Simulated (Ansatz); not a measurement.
# Ge2H4Se: up Jacob's ladder to CCSD(T)

An exercise on one series of results from a longer session: the logs are not shown, and one member is left open.

The runs use Ansatz 0.2.0, Gaussian basis; functionals in def2-TZVPP, the program's frozen cores in correlated methods.

The runs, in order: LDA (SPW92), PBE-D4, revPBE-D4, BLYP-D4, r2SCAN-D4, B97M-V, PBE0-D4, B3LYP-D4, r2SCANh-D4, r2SCAN0-D4, HSE06-D4, BHLYP-D4, CAM-B3LYP-D4, LC-ωPBE, ωB97X-V, ωB97M-V, B2PLYP, PBE-QIDH; CCSD(T)/def2-SVP; CCSD(T)/def2-TZVPP; MP2/def2-QZVPP; extrapolation to the limit; RPA on PBE.

## The geometry

All runs share one geometry, relaxed beforehand with PBE0-D4 in a triple-zeta def2 set.

SMILES `[GeH2]1[GeH2][Se]1`, 7 atoms, charge 0, spin multiplicity 1.

Atoms are counted from 1 here; the program's logs count them from 0.

Bond lengths: Ge1–Ge2 2.357 Å, Ge1–Se3 2.384 Å, Ge1–H4 1.531 Å, Ge1–H5 1.531 Å, Ge2–Se3 2.384 Å, Ge2–H6 1.531 Å, Ge2–H7 1.531 Å. Angles: Ge2–Ge1–Se3 60.4°, Ge2–Ge1–H4 121.2°, Ge2–Ge1–H5 121.2°, Se3–Ge1–H4 114.1°, Se3–Ge1–H5 114.1°, H4–Ge1–H5 113.7°, Ge1–Ge2–Se3 60.4°, Ge1–Ge2–H6 121.2°, Ge1–Ge2–H7 121.2°, Se3–Ge2–H6 114.1°, Se3–Ge2–H7 114.1°, H6–Ge2–H7 113.7°, Ge1–Se3–Ge2 59.2°.

The first run:

File in.yaml:

```yaml
crystal:
  periodic: [false, false, false]
  atoms:
    - {symbol: Ge, position_ang: [-0.674809, -0.049760, -0.975891]}
    - {symbol: Ge, position_ang: [0.902192, -0.007820, 0.774789]}
    - {symbol: Se, position_ang: [-1.415220, 0.250334, 1.270341]}
    - {symbol: H, position_ang: [-1.120207, -1.370133, -1.610470]}
    - {symbol: H, position_ang: [-0.894295, 1.169703, -1.875422]}
    - {symbol: H, position_ang: [1.518501, -1.300086, 1.317627]}
    - {symbol: H, position_ang: [1.745038, 1.239762, 1.053327]}
basis:
  gaussian: {orbitals: def2-TZVPP}
hamiltonian: {xc: lda}
output: {orbitals: {seedname: orbitals}}
```

Steps of the session up to this table: LDA; PBE-D4 (GGA); revPBE-D4 (GGA); BLYP-D4 (GGA); r2SCAN-D4 (meta-GGA); B97M-V (meta-GGA); PBE0-D4 (hybrid); B3LYP-D4 (hybrid); r2SCANh-D4 (hybrid); r2SCAN0-D4 (hybrid); HSE06-D4 (hybrid); BHLYP-D4 (hybrid); CAM-B3LYP-D4 (range-separated); LC-ωPBE (range-separated); ωB97X-V (range-separated); ωB97M-V (range-separated); B2PLYP (double hybrid); PBE-QIDH (double hybrid).

One table of the session follows, with a row left open; its other results are not shown here.

It belongs to the step «Frontier levels by functional». 

```
  functional  HOMO (eV)  gap (eV)
 LDA (SPW92)      -5.75      4.06
      PBE-D4      -5.64      4.17
   revPBE-D4      -5.60      4.21
     BLYP-D4      -5.45      3.99
   r2SCAN-D4          ?         ?
      B97M-V      -5.99      4.72
     PBE0-D4      -6.74      6.14
    B3LYP-D4      -6.49      5.57
  r2SCANh-D4      -6.31      5.40
  r2SCAN0-D4      -6.92      6.45
    HSE06-D4      -6.35      5.38
    BHLYP-D4      -7.66      7.91
CAM-B3LYP-D4      -7.94      8.27
     LC-ωPBE      -9.29     10.80
     ωB97X-V      -8.96     10.37
     ωB97M-V      -8.83      9.98
```

Estimate the missing values for r2SCAN-D4.

Worked estimate for «HOMO (eV)». Against the share of exact exchange, r2SCANh-D4 (0.1, -6.31), r2SCAN0-D4 (0.25, -6.92) give a slope of -4.07 per unit share; at 0 the line stands at -5.90.

**Answer.** HOMO (eV): -5.91; gap (eV): 4.70. In «HOMO (eV)» the line misses by +0.01.
